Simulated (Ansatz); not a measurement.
Mg6SiSb: single point with PBEsol

The system is Mg6SiSb.

```xyz
8
Lattice="5.1472 0.0000 0.0000 0.0000 2.9859 5.7678 0.0000 -2.9859 5.7678" Properties=species:S:1:pos:R:3 pbc="T T T"
Sb    2.5736    0.0000    7.4223
Si    0.0000    0.0000   10.1287
Mg    2.5736    0.0000    1.9816
Mg    2.5736    1.5393    4.6687
Mg    2.5736   -1.5393    4.6687
Mg    0.0000    0.0000    3.7856
Mg    0.0000    1.5074    6.7434
Mg    0.0000   -1.5074    6.7434
```

The cell comes from a database or a generator and needn't be the stable form of this composition.

```
Program             : Ansatz 0.2.0
Task                : single point
Functional          : PBEsol
Potentials or basis : Ansatz PAW
Cutoff              : 420 eV (not typed: the program's choice for these potentials)
k mesh              : 5 × 5 × 5
Occupations         : gaussian, width 0.02 eV
Spin                : no spin polarisation
```

```yaml
Pressure: -0.9 GPa
Largest_force: 0.048 eV/Å
Band_gap_on_the_k_mesh: none (metal or under the smearing width)
```

Forces in eV/Å, atoms in the order of the input:
```
Sb   0.000  0.000 -0.048
Si   0.000  0.000  0.024
Mg   0.000  0.000  0.027
Mg   0.000 -0.021 -0.026
Mg   0.000  0.021 -0.026
Mg   0.000  0.000  0.000
Mg   0.000 -0.030  0.024
Mg   0.000  0.030  0.024
```

Stress tensor (GPa, compression positive):
```
-1.45  0.00  0.00
 0.00 -0.39  0.00
 0.00  0.00 -0.87
```

Levels at points of the mesh, in eV from the Fermi level:
| k point | band 35 | band 36 | band 37 | band 38 | band 39 | band 40 | band 41 | band 42 | band 43 | band 44 |
| --- | --- | --- | --- | --- | --- | --- | --- | --- | --- | --- |
| (0.00, 0.00, 0.00) | -3.30 | -2.97 | -2.64 | -1.78 | -0.75 | 0.38 | 0.68 | 1.64 | 2.47 | 2.49 |

It took 5.2 s on 4 threads of Arm Neoverse V2, with other jobs on the host, peak memory 0.55 GiB.

Caveat: the PAW data sets come from PBE, with cores solved anew for the run's functional, which leaves a small shift of forces and pressure. The run has no spin-orbit coupling, so splittings on Sb are missing.
